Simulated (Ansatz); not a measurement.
# GaS (charge +1): a test of scalar relativity

With the Ansatz DFT code, driven from Python.

The cells in order, each with its output:

```python
import ansatz as az
import numpy as np
```

```python
geometry_ang = [
    ('Ga', (0.0, 0.0, 0.0)),
    ('S', (0.0, 0.0, 2.29)),
]
gas = az.Crystal.molecule()
for symbol, xyz in geometry_ang:
    gas = gas.atom(symbol, xyz)

calculation = (
    gas.calculation()
    .functional('b3lyp')
    .charge(1)
    .spin('collinear', total=2)
    .forces()
)
# a set contracted for a scalar-relativistic Hamiltonian goes with the relativistic run
sets = {'none': 'cc-pVTZ', 'scalar': 'cc-pVTZ-DK'}
found = {kind: calculation.basis(gaussian=basis).pseudopotentials(relativity=kind).run().report for kind, basis in sets.items()}
for kind, each in found.items():
    dipole = 4.803205 * np.linalg.norm(each['charge_distribution']['dipole_moment_e_ang'])
    print(f'{kind:7s} E = {each["free_energy_ev"]:.4f} eV  dipole {dipole:.3f} D  largest force component {np.abs(each["forces_ev_ang"]).max():.4f} eV/A')
print(f'relativity lowers the total energy by {found["none"]["free_energy_ev"] - found["scalar"]["free_energy_ev"]:.3f} eV')
```

    none    E = -63207.4647 eV  dipole 1.536 D  largest force component 0.2636 eV/A
    scalar  E = -63754.0039 eV  dipole 1.424 D  largest force component 0.3692 eV/A
    relativity lowers the total energy by 546.539 eV

Reading the output:
- Total energies depend on the basis set; only differences at equal settings carry meaning.
- The geometry is a force-field or estimated start, not a minimum of this method. The basis set changes with the Hamiltonian (a set recontracted for scalar relativity), and most of the change in the total lies in the cores.
- The run takes the species as open-shell (spin multiplicity 3), which needn't be its ground state.
- An ion's dipole depends on the origin; the program takes it about the centre of nuclear charge.
- b3lyp holds the VWN-RPA fit, as in Gaussian; the form of ORCA and Turbomole is b3lyp5.
- The spin state was assumed, and another may lie lower.
- Finished in 13 s on 1 thread of Arm Neoverse V1 (shared host), peak memory 0.22 GiB.
